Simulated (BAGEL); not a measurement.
# BNH3F3 (SMILES [NH3+][B-](F)(F)F) at PBE0/cc-pVDZ (density fitting with qzvpp-jkfit)

What is the energy change on altering one bond length of BNH3F3 at PBE0/cc-pVDZ (density fitting with qzvpp-jkfit)? 

The calculation is run with BAGEL 1.2.2.

### 1 The system as given

BNH3F3 has 8 atoms, charge 0, and is taken as a singlet. As SMILES, `[NH3+][B-](F)(F)F`. Geometry: relaxed at PBE0-D4/def2-TZVP.

Bond lengths: N1–B2 1.674 Å, B2–F3 1.368 Å, B2–F4 1.368 Å, B2–F5 1.368 Å, N1–H6 1.015 Å, N1–H7 1.015 Å, N1–H8 1.015 Å. Some angles: N1–B2–F3 104.1°, N1–B2–F4 104.1°, N1–B2–F5 104.1°, F3–B2–F4 114.2°, F3–B2–F5 114.2°, F4–B2–F5 114.2°, B2–N1–H6 110.1°, B2–N1–H7 110.1°, B2–N1–H8 110.1°, H6–N1–H7 108.9°.

### 2 A single-point energy at PBE0/cc-pVDZ (density fitting with qzvpp-jkfit)

Contents of dft.json:

```json
{ "bagel": [

{
  "title": "molecule",
  "basis": "cc-pvdz.json",
  "df_basis": "qzvpp-jkfit",
  "angstrom": "true",
  "geometry": [
    { "atom": "N", "xyz": [      -0.501800,      -0.052400,       0.645700 ] },
    { "atom": "B", "xyz": [       0.531500,       0.038700,      -0.668100 ] },
    { "atom": "F", "xyz": [       1.521100,      -0.860400,      -0.378100 ] },
    { "atom": "F", "xyz": [      -0.251400,      -0.312100,      -1.733900 ] },
    { "atom": "F", "xyz": [       0.943600,       1.343300,      -0.679400 ] },
    { "atom": "H", "xyz": [      -1.280300,       0.587300,       0.522000 ] },
    { "atom": "H", "xyz": [      -0.006300,       0.194600,       1.496700 ] },
    { "atom": "H", "xyz": [      -0.864300,      -0.996100,       0.739300 ] }
  ]
},

{
  "title": "ks",
  "xc_func": "pbe0",
  "charge": 0
},

{
  "title": "print",
  "file": "orbitals.molden",
  "orbitals": "true"
}

]}
```

The basis set cc-pVDZ is read from a file made from the Basis Set Exchange's data (not shown).

Run with:

```console
$ BAGEL_NUM_THREADS=1 BAGEL dft.json > dft.out
```

The log of the run:

```text
* using 1 threads per process

  ===============================================================
  ===============================================================

  *** Geometry ***

  { "atom" : "N", "xyz" : [     -0.948265,     -0.099022,      1.220196 ] },
  { "atom" : "B", "xyz" : [      1.004389,      0.073132,     -1.262526 ] },
  { "atom" : "F", "xyz" : [      2.874462,     -1.625920,     -0.714505 ] },
  { "atom" : "F", "xyz" : [     -0.475077,     -0.589784,     -3.276596 ] },
  { "atom" : "F", "xyz" : [      1.783146,      2.538469,     -1.283880 ] },
  { "atom" : "H", "xyz" : [     -2.419416,      1.109836,      0.986437 ] },
  { "atom" : "H", "xyz" : [     -0.011905,      0.367741,      2.828353 ] },
  { "atom" : "H", "xyz" : [     -1.633290,     -1.882356,      1.397075 ] },

  Number of auxiliary basis functions:      437

  Since a DF basis is specified, we compute 2- and 3-index integrals:
    o Being stored without compression. Storage requirement is 0.025 GB

  Number of basis functions:       85
  Number of electrons      :       42

    * METHOD: MOLECULE                             0.18

  *** Kohn-Sham DFT ***

    * Removing 15662 points whose weight is below 1.00e-10
    * Grid points: 103586

  === Nuclear Repulsion ===
   191.4391230846

       - DIIS with orbital gradients will be used.

  === KS iteration (pbe0 / cc-pvdz.json) ===
      0       -338.27232312          0.13737694           0.33
      1       -222.71713717          0.18571175           0.35
      2       -336.50930380          0.12710041           0.34
      3       -379.67092240          0.05208159           0.32
      4       -377.10990306          0.06356617           0.35
      5       -378.44453962          0.04183670           0.32
      6       -380.61978986          0.01660733           0.34
      7       -380.69303909          0.01115170           0.31
      8       -380.75879276          0.00662732           0.31
      9       -380.77644877          0.00264748           0.32
     10       -380.78144726          0.00080286           0.32
     11       -380.78173624          0.00013523           0.31
     12       -380.78174378          0.00005369           0.30
     13       -380.78174550          0.00002792           0.32
     14       -380.78174612          0.00000252           0.31
     15       -380.78174612          0.00000128           0.32
     16       -380.78174612          0.00000042           0.32
     17       -380.78174612          0.00000014           0.31
     18       -380.78174612          0.00000004           0.32
     19       -380.78174612          0.00000001           0.33
     20       -380.78174612          0.00000000           0.33
    * SCF iteration converged.

    * Permanent dipole moment:
           (    1.516804,     0.133918,    -1.928921) a.u.

    * METHOD: KS                                   7.27

    * METHOD: PRINT                                0.01

  ===============================================================
```

Wall time 7.8 s (1 thread of Arm Neoverse V2, shared host); peak memory 0.41 GiB.

### 3 The distorted shape at the same level

Contents of dft.json:

```json
{ "bagel" : [

{
  "title" : "molecule",
  "basis" : "cc-pvdz.json",
  "df_basis" : "qzvpp-jkfit",
  "angstrom" : true,
  "geometry" : [
    { "atom" : "N", "xyz" : [   -0.898177,   -0.249988,   -0.035060 ] },
    { "atom" : "B", "xyz" : [    0.135123,   -0.158888,   -1.348860 ] },
    { "atom" : "F", "xyz" : [    1.124723,   -1.057988,   -1.058860 ] },
    { "atom" : "F", "xyz" : [   -0.647777,   -0.509688,   -2.414660 ] },
    { "atom" : "F", "xyz" : [    0.547223,    1.145712,   -1.360160 ] },
    { "atom" : "H", "xyz" : [   -1.676677,    0.389712,   -0.158760 ] },
    { "atom" : "H", "xyz" : [   -0.006300,    0.194600,    1.496700 ] },
    { "atom" : "H", "xyz" : [   -1.260677,   -1.193688,    0.058540 ] }
  ]
},
{ "title" : "ks", "xc_func" : "pbe0" },
{ "title" : "print", "file" : "orbitals.molden", "orbitals" : true }

]}
```

The basis set cc-pVDZ is read from a file made from the Basis Set Exchange's data (not shown).

Run with:

```console
$ BAGEL_NUM_THREADS=1 BAGEL dft.json > dft.out
```

The log of the run:

```text
* using 1 threads per process

  ===============================================================
  ===============================================================

  *** Geometry ***

  { "atom" : "N", "xyz" : [     -1.697309,     -0.472409,     -0.066254 ] },
  { "atom" : "B", "xyz" : [      0.255345,     -0.300255,     -2.548976 ] },
  { "atom" : "F", "xyz" : [      2.125418,     -1.999308,     -2.000955 ] },
  { "atom" : "F", "xyz" : [     -1.224121,     -0.963171,     -4.563046 ] },
  { "atom" : "F", "xyz" : [      1.034102,      2.165082,     -2.570330 ] },
  { "atom" : "H", "xyz" : [     -3.168460,      0.736449,     -0.300013 ] },
  { "atom" : "H", "xyz" : [     -0.011905,      0.367741,      2.828353 ] },
  { "atom" : "H", "xyz" : [     -2.382334,     -2.255743,      0.110625 ] },

  Number of auxiliary basis functions:      437

  Since a DF basis is specified, we compute 2- and 3-index integrals:
    o Being stored without compression. Storage requirement is 0.025 GB

  Number of basis functions:       85
  Number of electrons      :       42

    * METHOD: MOLECULE                             0.18

  *** Kohn-Sham DFT ***

    * Removing 14772 points whose weight is below 1.00e-10
    * Grid points: 104476

  === Nuclear Repulsion ===
   188.5942617645

       - DIIS with orbital gradients will be used.

  === KS iteration (pbe0 / cc-pvdz.json) ===
      0       -338.42470226          0.13067303           0.35
      1       -229.61772998          0.19301988           0.33
      2       -337.70196237          0.12628203           0.34
      3       -379.26609506          0.05143720           0.34
      4       -369.74087649          0.08622964           0.34
      5       -378.26176114          0.04753076           0.33
      6       -378.11564603          0.05036687           0.32
      7       -378.79900909          0.03769941           0.34
      8       -380.02772023          0.02822381           0.33
      9       -380.57200623          0.00875663           0.32
     10       -380.60956028          0.00694032           0.31
     11       -380.63285537          0.00237779           0.31
     12       -380.63758893          0.00116990           0.31
     13       -380.63831583          0.00023327           0.32
     14       -380.63834418          0.00010562           0.31
     15       -380.63835229          0.00003168           0.32
     16       -380.63835265          0.00002373           0.32
     17       -380.63835295          0.00000645           0.32
     18       -380.63835298          0.00000175           0.32
     19       -380.63835298          0.00000046           0.31
     20       -380.63835298          0.00000032           0.31
     21       -380.63835299          0.00000005           0.32
     22       -380.63835299          0.00000003           0.32
     23       -380.63835299          0.00000002           0.32
     24       -380.63835299          0.00000001           0.33
    * SCF iteration converged.

    * Permanent dipole moment:
           (    1.373672,     0.074579,    -2.087031) a.u.

    * METHOD: KS                                   8.69

    * METHOD: PRINT                                0.01

  ===============================================================
```

Wall time 9.3 s (1 thread of Arm Neoverse V2, shared host); peak memory 0.42 GiB.

### 4 Results

Level: PBE0/cc-pVDZ (density fitting with qzvpp-jkfit).

```
                                                         quantity          value
                                        first shape: total energy  -380.78175 Eh
                                       first shape: dipole moment         6.25 D
                                         first shape: HOMO energy       -9.71 eV
                                         first shape: LUMO energy        0.53 eV
                                       first shape: HOMO–LUMO gap       10.23 eV
                                    distorted shape: total energy  -380.63835 Eh
                                   distorted shape: dipole moment         6.35 D
                                     distorted shape: HOMO energy       -9.63 eV
                                     distorted shape: LUMO energy       -4.53 eV
                                   distorted shape: HOMO–LUMO gap        5.10 eV
energy change with the N1–H7 bond stretched from 1.015 to 1.827 Å       3.902 eV
```

With the N1–H7 bond stretched from 1.015 to 1.827 Å the energy rises by 3.90 eV (376 kJ/mol). The first shape isn't relaxed at this level, so the change isn't measured from a minimum.
